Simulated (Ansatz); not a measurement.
# Nd(OH)3 in a box, plane waves

Ansatz 0.2.0, DFT PBE, spin-orbit coupling, plane waves, PAW, molecule in a box. The geometry was relaxed with Gaussian bases (BP86; Nd lcecp-1-SVP with ECP49, O def2-SVP, H def2-SVP).

```yaml
crystal:
  lattice:
    - [13.46, 0.0, 0.0]
    - [0.0, 14.15, 0.0]
    - [0.0, 0.0, 9.78]
  atoms:
    - { symbol: Nd, position: [0.44473477, 0.49993286, 0.4601227], spin: 3.0, spin_axis: [0.0, 0.0, 1.0] }
    - { symbol: O, position: [0.59828603, 0.49993286, 0.50499693] }
    - { symbol: H, position: [0.66555572, 0.49993286, 0.54021166] }
    - { symbol: O, position: [0.3679584, 0.62642756, 0.50499693] }
    - { symbol: H, position: [0.33432392, 0.68184382, 0.54021166] }
    - { symbol: O, position: [0.36795914, 0.37343746, 0.50499693] }
    - { symbol: H, position: [0.33432392, 0.3180212, 0.54021166] }
basis:
  ecutwfc: 420
  ecutrho_ratio: 4
kpoints:
  mp_grid: { grid: [1, 1, 1] }
hamiltonian:
  xc: pbe
scf:
  occupations: { method: gaussian, width: 0.01 }
output:
  forces: true
  eigenvalues: true
  populations: true
  hubbard: { sites: [{ species: Nd, l: f }] }
  write_density: true
  write_potential: true
  elf: true
  volumetric_format: npy
magnetization:
  noncollinear: true
  spin_orbit: true
```

Command:
```sh
ansatz run input.yaml --threads 2 --pin off --max-ram 5120MiB --backend cpu --events-out ev --progress --plain --runs-dir out
```
It took 3.3 min on 2 threads of Arm Neoverse V1 (shared host), peak memory 2.7 GiB.

Question: How does the SCF go?

Answer: 
```
SCF iter   1: F=—  HF=-9098.295775 eV  |F-HF|=—  |Δ(HF+E_count)|=         —  Δρ=3.77e-2
preconditioner: auto → Resta (q_TF=auto, 1.407 Å⁻¹)  ε∞=1.3  [insulator: Δε(μ)=0.072 eV  Ē_g=7.098 eV  σ=0.010 eV  W_gap=1.00  n_s
spin=Noncollinear: Resta preconditioning applied to the charge; magnetization (m_x, m_y, m_z) channels mix plain (no charge-respon
SCF iter   2: F=—  HF=-9089.247904 eV  |F-HF|=—  |Δ(HF+E_count)|=    9.05e0  Δρ=1.52e-2
SCF iter   3: F=—  HF=-9089.825392 eV  |F-HF|=—  |Δ(HF+E_count)|=   5.77e-1  Δρ=9.07e-3
...
iter 1 solved again at ethr=2.13e-7 eV; its pass at ethr=3.10e-3 eV (dr2=7.46e-5 eV) is discarded
SCF iter   1: F=—  HF=-9090.738302 eV  |F-HF|=—  |Δ(HF+E_count)|=         —  Δρ=2.17e-6
preconditioner: auto → Resta (q_TF=auto, 1.407 Å⁻¹)  ε∞=1.5  [insulator: Δε(μ)=0.822 eV  Ē_g=5.524 eV  σ=0.010 eV  W_gap=1.00  n_s
spin=Noncollinear: Resta preconditioning applied to the charge; magnetization (m_x, m_y, m_z) channels mix plain (no charge-respon
SCF iter   2: F=-9090.738302 eV  HF=-9090.738302 eV  |F-HF|=6.78e-9  |Δ(HF+E_count)|=   4.31e-7  Δρ=9.58e-7
```

Question: Which levels lie next to the highest filled one (eV, counted from it)?

Answer: Filled: -2.31, -2.26, -2.25, -2.18, -2.18, -2.17, -2.17, -0.23, -0.22, 0.00. Empty: 0.82, 0.83, 0.94, 1.11, 2.01, 2.02, 2.10, 2.28.

Question: How is the f shell of Nd1 filled?

Answer: Natural occupations, full = 1; spinor: 0.01, 0.01, 0.02, 0.03, 0.03, 0.04, 0.04, 0.05, 0.05, 0.07, 0.11, 0.99, 0.99, 0.99; in all 3.43 e. Spin moment (0.00, 0.00, 2.86) μB, orbital moment (0.00, 0.00, -1.25) μB.

Question: What forces are left at this geometry, relaxed with Gaussian bases (eV/Å)?

Answer: 
```
Nd   0.01  0.00 -0.07
O    0.02  0.00  0.10
H   -0.13  0.00 -0.08
O   -0.01  0.02  0.10
H    0.06 -0.11 -0.08
O   -0.01 -0.02  0.10
H    0.06  0.11 -0.08
```

The open shells may stand above their lowest state.

The forces come from the other functional as well as from the basis.

An lcecp potential fixes the number of 4f electrons, so in runs with it no electron can move into or out of that shell.
